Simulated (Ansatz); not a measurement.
**CH6F2Si2: a ladder of functionals and wavefunction methods**

One table from this session's results is given with a row withheld; the runs are named, their logs left out.

Program: Ansatz 0.2.0, Gaussian basis. Level of theory: functionals in def2-TZVPP, the program's frozen cores in correlated methods. These are calculated values, not measurements.

The runs, in order: PBE-D4, r2SCAN-D4, PBE0-D4, B3LYP-D4, ωB97X-V, ωB97M-V, B2PLYP; CCSD(T)/def2-TZVPP; MP2/def2-QZVPP; extrapolation to the limit.

### The relaxed structure

An earlier PBE0-D4 in a triple-zeta def2 set relaxation fixed the geometry.

SMILES `C[SiH2][SiH](F)F`, 11 atoms, charge 0, spin multiplicity 1.

Atoms are counted from 1 here; the program's logs count them from 0.

Bond lengths: C1–Si2 1.875 Å, C1–H6 1.092 Å, C1–H7 1.092 Å, C1–H8 1.092 Å, Si2–Si3 2.344 Å, Si2–H9 1.490 Å, Si2–H10 1.488 Å, Si3–F4 1.597 Å, Si3–F5 1.595 Å, Si3–H11 1.485 Å. Angles: Si2–C1–H6 110.5°, Si2–C1–H7 111.0°, Si2–C1–H8 110.7°, H6–C1–H7 108.1°, H6–C1–H8 108.2°, H7–C1–H8 108.2°, C1–Si2–Si3 110.5°, C1–Si2–H9 110.9°, C1–Si2–H10 111.2°, Si3–Si2–H9 107.6°, Si3–Si2–H10 108.2°, H9–Si2–H10 108.3°, Si2–Si3–F4 109.3°, Si2–Si3–F5 110.4°, Si2–Si3–H11 116.2°, F4–Si3–F5 106.9°, F4–Si3–H11 106.6°, F5–Si3–H11 106.9°.

The first run:

in.yaml reads:

```yaml
crystal:
  periodic: [false, false, false]
  atoms:
    - {symbol: C, position_ang: [-1.201860, 0.555768, 1.159733]}
    - {symbol: Si, position_ang: [-0.084010, 0.821671, -0.321570]}
    - {symbol: Si, position_ang: [1.152070, -1.117615, -0.774219]}
    - {symbol: F, position_ang: [0.151735, -2.342928, -0.993453]}
    - {symbol: F, position_ang: [1.979702, -0.947451, -2.126703]}
    - {symbol: H, position_ang: [-1.781534, 1.457567, 1.368088]}
    - {symbol: H, position_ang: [-0.619665, 0.313158, 2.051329]}
    - {symbol: H, position_ang: [-1.899489, -0.263623, 0.974225]}
    - {symbol: H, position_ang: [0.884640, 1.924048, -0.066110]}
    - {symbol: H, position_ang: [-0.873168, 1.165433, -1.535893]}
    - {symbol: H, position_ang: [2.116778, -1.539031, 0.272572]}
basis:
  gaussian: {orbitals: def2-TZVPP}
hamiltonian: {xc: pbe, dispersion: d4}
output: {forces: true, orbitals: {seedname: orbitals}}
```

Among the steps run: PBE-D4 (GGA); r2SCAN-D4 (meta-GGA); PBE0-D4 (hybrid); B3LYP-D4 (hybrid); ωB97X-V (range-separated); ωB97M-V (range-separated); B2PLYP (double hybrid); CCSD(T) in def2-TZVPP; MP2 in def2-QZVPP.

One of the session's tables, all rows but one given; the rest of the session is left out.

It belongs to the step «Atomisation energies». 

| method | atomisation energy (kJ/mol) |
| --- | --- |
| PBE-D4 | 4006.4 |
| r2SCAN-D4 | 4000.3 |
| PBE0-D4 | 3959.4 |
| B3LYP-D4 | 3982.9 |
| ωB97X-V | 4016.0 |
| ωB97M-V | 3998.6 |
| B2PLYP | 3950.4 |
| HF/def2-TZVPP | 3051.0 |
| MP2/def2-TZVPP | ? |
| CCSD/def2-TZVPP | 3862.1 |
| CCSD(T)/def2-TZVPP | 3905.3 |
| MP2/CBS | 4064.2 |
| CCSD(T)/CBS | 4011.1 |

**Question.** Estimate the row for MP2/def2-TZVPP.

**Answer.** atomisation energy (kJ/mol): 3958.3. In the column «atomisation energy (kJ/mol)» it lies between B2PLYP (3950.4) and PBE0-D4 (3959.4).

Limits of these values: Free atoms (1 C, 2 Si, 2 F, 6 H) were run apart at each level; the atomisation energy is their sum less the molecule, without zero-point or spin-orbit terms.
